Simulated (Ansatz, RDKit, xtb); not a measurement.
**C3H9NO3Si: which of the isomers drawn lies lowest?**

Which of a sample of isomers of C3H9NO3Si is the most stable in the gas at 298.15 K, and what are its properties? The sample is small against all isomers, and the most stable one of this formula need not be in it.

Plan: many cheap relaxations first (GFN2-xTB), then density-functional screening, relaxation at PBE0-D3(BJ)/def2-SVP, vibrations (at GFN2-xTB) and a final energy. The numbers are computed, not measured.

## (1) Candidates

Isomers were taken from a list of plausible structures; this is a sample, not all of them. That gives 4 candidates.

| label | SMILES | spin |
| --- | --- | --- |
| c327 | C=CCO[Si](N)(O)O | singlet |
| c411 | N[SiH2]OCCC(=O)O | singlet |
| c514 | CO[SiH](NC=O)OC | singlet |
| c942 | CCO[Si@H](O)NC=O | singlet |

Candidates are built by distance geometry, with a force field where one applies, in up to four conformers (letters a to d).

Q: Predict the outcome of this search (final energies at CCSD(T)/def2-SVP + MP2/def2-TZVPP - MP2/def2-SVP).

| quantity | value |
| --- | --- |
| lowest structure found | C=CCO[Si](N)(O)O, singlet |
| next finalist | CCO[Si@H](O)NC=O, singlet, 21.7 kcal/mol higher in G |
| share at equilibrium, among the finalists | 100.0 % |

`C=CCO[Si](N)(O)O` comes out lowest. Among the finalists first place is clear (21.7 kcal/mol); structures outside the list aren't covered. r2SCAN-D4/def2-SVP, PBE0-D3(BJ)/def2-SVP, HF/def2-SVP and MP2/def2-SVP already put its bonding pattern lowest among the structures in one piece; GFN2-xTB and HF/STO-3G favour the singlet CCO[Si@H](O)NC=O. 3 minima inside the window were never screened. Lowest found is not proven lowest: the search is finite, and each finalist counts with one conformer. Only 4 drawn patterns were tried, so whole families of isomers are missing, and the result ranks this sample alone. The lowest isomer need not be the one that is made and kept in a bottle, which depends on barriers.
